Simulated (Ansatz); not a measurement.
**CH2FNO2Si: one species, many methods**

One table from this session's results is given with a row withheld; the runs are named, their logs left out.

Method: functionals in def2-TZVPP, the program's frozen cores in correlated methods; program: Ansatz 0.2.0, Gaussian basis.

Plan: LDA (SPW92), PBE-D4, revPBE-D4, BLYP-D4, r2SCAN-D4, B97M-V, PBE0-D4, B3LYP-D4, r2SCANh-D4, r2SCAN0-D4, HSE06-D4, BHLYP-D4, CAM-B3LYP-D4, LC-ωPBE, ωB97X-V, ωB97M-V, B2PLYP, PBE-QIDH; CCSD(T)/def2-SVP; CCSD(T)/def2-TZVPP; MP2/def2-QZVPP; extrapolation to the limit; RPA on PBE.

### The geometry

The geometry comes from an earlier relaxation with PBE0-D4 in a triple-zeta def2 set; it is a stationary point, not always the lowest conformer.

SMILES `O=C1N[Si]1(O)F`, 8 atoms, charge 0, spin multiplicity 1.

Atoms are counted from 1 here; the program's logs count them from 0.

Bond lengths: O1–C2 1.191 Å, C2–N3 1.397 Å, C2–Si4 1.840 Å, N3–Si4 1.704 Å, N3–H7 1.015 Å, Si4–O5 1.617 Å, Si4–F6 1.577 Å, O5–H8 0.959 Å. Angles: O1–C2–N3 133.9°, O1–C2–Si4 164.3°, N3–C2–Si4 61.8°, C2–N3–Si4 72.0°, C2–N3–H7 128.6°, Si4–N3–H7 159.3°, C2–Si4–N3 46.2°, C2–Si4–O5 130.4°, C2–Si4–F6 124.3°, N3–Si4–O5 122.4°, N3–Si4–F6 117.9°, O5–Si4–F6 103.7°, Si4–O5–H8 117.8°.

Set-up of the first run:

in.yaml

```yaml
crystal:
  periodic: [false, false, false]
  atoms:
    - {symbol: O, position_ang: [1.986855, 1.097831, 0.977272]}
    - {symbol: C, position_ang: [0.987347, 0.562360, 0.613655]}
    - {symbol: N, position_ang: [0.566886, -0.768993, 0.556582]}
    - {symbol: Si, position_ang: [-0.694667, 0.207879, -0.042980]}
    - {symbol: O, position_ang: [-1.223704, 0.099183, -1.567627]}
    - {symbol: F, position_ang: [-2.019562, 0.307373, 0.806261]}
    - {symbol: H, position_ang: [1.056851, -1.601878, 0.866192]}
    - {symbol: H, position_ang: [-0.567707, 0.039146, -2.265056]}
basis:
  gaussian: {orbitals: def2-TZVPP}
hamiltonian: {xc: lda}
output: {orbitals: {seedname: orbitals}}
```

Started as:

```
> ansatz run in.yaml --threads 4 --pin off --events-out ev --progress --plain --max-ram 10444MiB
```

Among the steps run: LDA; PBE-D4 (GGA); revPBE-D4 (GGA); BLYP-D4 (GGA); r2SCAN-D4 (meta-GGA); B97M-V (meta-GGA); PBE0-D4 (hybrid); B3LYP-D4 (hybrid); r2SCANh-D4 (hybrid); r2SCAN0-D4 (hybrid); HSE06-D4 (hybrid); BHLYP-D4 (hybrid); CAM-B3LYP-D4 (range-separated); LC-ωPBE (range-separated); ωB97X-V (range-separated); ωB97M-V (range-separated); B2PLYP (double hybrid); PBE-QIDH (double hybrid).

One table of the session follows, with a row left open; its other results are not shown here.

It belongs to the step «Orbital energies across the functionals». 

| functional | HOMO (eV) | gap (eV) |
| --- | --- | --- |
| LDA (SPW92) | -6.08 | 4.40 |
| PBE-D4 | -5.88 | 4.49 |
| revPBE-D4 | -5.80 | 4.52 |
| BLYP-D4 | -5.79 | 4.52 |
| r2SCAN-D4 | -6.11 | 4.95 |
| B97M-V | -6.19 | 5.13 |
| PBE0-D4 | ? | ? |
| B3LYP-D4 | -7.04 | 6.41 |
| r2SCANh-D4 | -6.63 | 5.85 |
| r2SCAN0-D4 | -7.42 | 7.21 |
| HSE06-D4 | -6.84 | 6.10 |
| BHLYP-D4 | -8.60 | 9.11 |
| CAM-B3LYP-D4 | -8.63 | 9.26 |
| LC-ωPBE | -9.85 | 11.81 |
| ωB97X-V | -9.55 | 11.35 |
| ωB97M-V | -9.46 | 10.92 |

Estimate the missing values for PBE0-D4.

As computed: HOMO (eV): -7.25; gap (eV): 6.89. In the column «HOMO (eV)» it lies between r2SCAN0-D4 (-7.42) and B3LYP-D4 (-7.04).
